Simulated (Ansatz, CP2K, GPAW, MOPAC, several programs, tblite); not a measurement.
What each method gives for Bi₂Pb₂Te₂S₃ (P-3m1)

Bi₂Pb₂Te₂S₃ (a database entry that may be a prediction), relaxed with r2SCAN+rVV10 in Ansatz, was computed with several methods. The symmetry is P-3m1 (No. 164, trigonal); conventional cell a = 4.234 Å, c = 17.017 Å, 29.36 Å³ an atom. Bi is surrounded by 3 S at 3.01 Å and 3 Te at 3.02 Å; Te is surrounded by 3 Bi at 3.02 Å; Pb is surrounded by 6 S at 2.97–2.98 Å; S is surrounded by 3 Pb at 2.97 Å and 3 Bi at 3.01 Å; S is surrounded by 6 Pb at 2.98 Å. The values are computed, spin-unpolarised, and not measurements.

```cif
data_structure
_symmetry_space_group_name_H-M 'P 1'
_symmetry_Int_Tables_number 1
_cell_length_a 4.2344
_cell_length_b 4.2344
_cell_length_c 17.0166
_cell_angle_alpha 90.000
_cell_angle_beta 90.000
_cell_angle_gamma 120.000
_cell_volume 264.23
loop_
_atom_site_label
_atom_site_type_symbol
_atom_site_fract_x
_atom_site_fract_y
_atom_site_fract_z
_atom_site_occupancy
Bi1 Bi 0.00000 0.00000 0.19754 1
Bi2 Bi 0.00000 0.00000 0.80246 1
Te1 Te 0.33333 0.66667 0.90695 1
Te2 Te 0.66667 0.33333 0.09305 1
Pb1 Pb 0.33333 0.66667 0.60020 1
Pb2 Pb 0.66667 0.33333 0.39980 1
S1 S 0.33333 0.66667 0.30094 1
S2 S 0.66667 0.33333 0.69906 1
S3 S 0.00000 0.00000 0.50000 1
```

Gaps and times are for a single point on this cell; volume and bulk modulus come from each method's own relaxation or energy curve at fixed shape, which is too stiff where a cell has free coordinates or axes. Times are rough, from shared hosts (Intel Xeon Platinum 8488C), and each method has its own mesh and cell size. A double dagger marks a value from a curve with shape and coordinates held. A star marks a curve whose lowest point is an end point. PM6 (MOPAC), PM7 (MOPAC), GFN1-xTB (tblite), GFN2-xTB (tblite) treat a cluster of cells at its zone centre, which samples few k points: where these miss a band edge, the gap comes out too large for that reason alone. Gaps from k meshes are read at a limited set of points (mesh, symmetry points, PBE's band edges), so each method's own least gap may be somewhat smaller. xTB and the PM methods were fitted mostly to molecules, and can miss a solid's gap by electronvolts. Minimal bases can be far off for gaps. Curves at held shape can't give the bulk modulus of a layered or molecular crystal, so none is listed. GLLB-SC's gap includes the derivative discontinuity. d marks a direct gap, i an indirect one (no mark: not told apart), a dash a value that wasn't computed or didn't pass its checks.

```csv
method,kind,gap (eV),own volume (Å³/atom),bulk modulus (GPa),atoms computed,processor time
"light PBE (260 eV, its own mesh)",light plane-wave,0.45 d,–,–,9,4.2 s
GFN1-xTB (tblite),tight binding,1.11,26.28*‡,–,81,6.2 s
PM7 (MOPAC),semi-empirical,6.03,–,–,81,7.8 s
GFN2-xTB (tblite),tight binding,1.69,–,–,81,13 s
PM6 (MOPAC),semi-empirical,2.23,–,–,81,13 s
PBE/SZV (CP2K),small basis,0.03 d,30.07‡,–,9,23 s
PBE/DZVP (CP2K),small basis,0.44 d,30.49‡,–,9,45 s
PBE,semilocal,0.43 d,–,–,9,47 s
r2SCAN,semilocal,0.68 d,–,–,9,77 s
GLLB-SC (GPAW),model potential,0.96,–,–,9,120 s
```

Against r2SCAN (0.68 eV) the nearest gap at the points sampled is that of light PBE (260 eV, its own mesh) (-0.22 eV) and the farthest that of PM7 (MOPAC) (+5.35 eV). r2SCAN is only a yardstick of convenience: semilocal gaps usually lie below measured ones, which GLLB-SC and hybrids aim to mend.

Spin-orbit coupling is left out; in compounds of Pb, Bi, Tl or Hg it can lower a gap by up to about 1 eV, split its edges or invert the bands.
